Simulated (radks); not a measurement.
**Re⁴⁺ in [Xe] 4f14 5d3: an all-electron calculation**

One table from this session's results is given with a row withheld; the runs are named, their logs left out.

Program: radks (a radial shooting solver on a logarithmic mesh, Libxc functionals) version 1. Level of theory: scalar-relativistic Kohn-Sham, BLYP, spin-unpolarised, spherical densities, finite nucleus. These are calculated values, not measurements, unless marked.

### The atom as given

| Property | Result |
| --- | --- |
| element | rhenium (Z = 75) |
| charge | +4 |
| electrons | 71 |
| configuration | [Xe] 4f14 5d3 |
| nuclear rms radius | 5.3698 fm |

The outer shells:

Re⁴⁺
```
[Xe] core
4f [↑↓][↑↓][↑↓][↑↓][↑↓][↑↓][↑↓]
5d [↑ ][↑ ][↑ ][  ][  ]
```

Set-up of the first run:

Settings of this run:

```text
Z 75
configuration [Xe] 4f14 5d3 6s0 6p0 5f0 6d0
relativity scalar-relativistic
functional b88,lyp
spin unpolarised
nucleus finite rms 5.3698 fm
c 137.035999084
```

The run is started by

```
$ python run_ks.py task.json out
```

The same process makes all the runs of this session.

One of the session's tables, all rows but one given; the rest of the session is left out.

It belongs to the step «Shells». From the orbitals of this run (lengths in bohr):

```
level      <r>  outermost maximum (interpolated)  90 % within  nodes
   1s  0.01804                            0.0112       0.0329      0
   2s  0.07622                            0.0645        0.118      1
   2p  0.06834                            0.0530        0.111      0
   3s   0.1974                             0.182        0.289      2
   3p   0.1979                             0.180        0.296      1
   3d   0.1792                             0.147        0.278      0
   4s   0.4406                             0.413        0.632      3
   4p   0.4686                             0.433        0.681      2
   4d   0.5000                             0.443        0.749      1
   5s    1.028                             0.935         1.47      4
   5p    1.185                              1.05         1.72      3
   4f   0.5784                             0.417        0.950      0
   5d    1.605                              1.35         2.41      2
   6s    2.397                              2.22         3.39      5
   6p    2.826                              2.63         3.99      4
   5f        ?                                 ?            ?      ?
```

Q: Estimate the row for 5f from the others.

As computed: <r>: 3.309; outermost maximum (interpolated): 2.91; 90 % within: 4.91; nodes: 1. In the column «<r>» it is the highest.

Caveats from the session: Spin polarisation and multiplet splitting are left out.
